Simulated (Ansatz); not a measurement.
Crystal: Ta3AsAu2O13.

```xyz
19
Lattice="6.8007 -1.9216 -0.0262 6.8007 1.9216 -0.0262 -1.7223 0.0000 10.3729" Properties=species:S:1:pos:R:3 pbc="T T T"
Ta    2.9718    0.0000    6.5236
Ta    4.8678    0.0000    0.0213
Ta    7.0062    0.0000   10.3228
As    8.9252    0.0000    3.7233
Au    7.0966    0.0000    6.5221
Au    4.8091    0.0000    3.7731
O     3.2720    0.0000    8.3381
O     4.7052    0.0000    5.7491
O     9.6078    0.0000    6.1194
O     8.6255    0.0000    2.0474
O     7.2888    0.0000    4.4798
O     2.2695    0.0000    4.2576
O     6.9552    0.0000    8.4957
O     0.8547    0.0000    6.6412
O     4.9002    0.0000    1.8415
O    10.8759    0.0000    3.6718
O     6.8030    0.0000    0.0005
O     9.3446    0.0000   10.2506
O     2.5337    0.0000    0.0790
```

The cell was built by a generator and needn't be a form met in nature.

* Program: Ansatz 0.2.0
* Task: relaxation of cell and atoms
* Functional: BLYP
* Potentials or basis: Ansatz PAW
* Cutoff: 420 eV (not typed: the program's choice for these potentials)
* k mesh: 5 × 5 × 2
* Occupations: fermi-dirac, width 0.05 eV
* Spin: no spin polarisation

At the start: volume 14.26 Å³/atom.

Task: Where does the relaxation end?

Result: It ends after 13 steps and the volume is 14.73 Å³/atom (+3.3 %); space group Cm (No. 8, to 0.05 Å).

Step by step:
```tsv
step	energy change (eV)	largest force (eV/Å)	volume (Å³)
1	0.0000	0.3725	270.94
2	-0.0821	0.2041	279.41
3	-0.0947	0.1924	279.14
4	-0.0965	0.2712	279.15
5	-0.1003	0.0625	279.14
6	-0.1012	0.0296	279.19
7	-0.1024	0.0333	279.01
8	-0.1012	0.0151	279.35
9	-0.1016	0.0093	279.26
10	-0.1452	0.0092	279.26
11	-0.1426	0.0358	279.95
12	-0.1431	0.0083	279.85
13	-0.1455	0.0083	279.85
```

Final structure:
```cif
data_structure
_symmetry_space_group_name_H-M 'P 1'
_symmetry_Int_Tables_number 1
_cell_length_a 7.1359
_cell_length_b 7.1359
_cell_length_c 10.6453
_cell_angle_alpha 98.874
_cell_angle_beta 98.874
_cell_angle_gamma 31.535
_cell_volume 279.85
loop_
_atom_site_label
_atom_site_type_symbol
_atom_site_fract_x
_atom_site_fract_y
_atom_site_fract_z
_atom_site_occupancy
Ta1 Ta 0.29999 0.29999 0.63408 1
Ta2 Ta 0.35954 0.35954 0.00419 1
Ta3 Ta 0.64118 0.64118 0.99628 1
As1 As 0.69960 0.69960 0.35776 1
Au1 Au 0.60146 0.60146 0.63106 1
Au2 Au 0.39986 0.39986 0.36489 1
O1 O 0.34449 0.34449 0.80743 1
O2 O 0.41557 0.41557 0.55510 1
O3 O 0.78363 0.78363 0.60482 1
O4 O 0.65742 0.65742 0.19821 1
O5 O 0.58999 0.58999 0.43413 1
O6 O 0.21835 0.21835 0.40981 1
O7 O 0.61634 0.61634 0.82165 1
O8 O 0.14541 0.14541 0.64124 1
O9 O 0.38333 0.38333 0.17852 1
O10 O 0.84269 0.84269 0.35871 1
O11 O 0.50094 0.50094 0.00174 1
O12 O 0.81372 0.81372 0.99309 1
O13 O 0.18651 0.18651 0.00728 1
```

Caveat: the plane-wave basis is chosen anew once the cell has moved, so the energies of steps on either side of that aren't comparable; the pressure holds a Pulay correction of +0.7 GPa for the finite cutoff; the PAW data sets come from PBE, with cores solved anew for the run's functional, which leaves a small shift of forces and pressure.
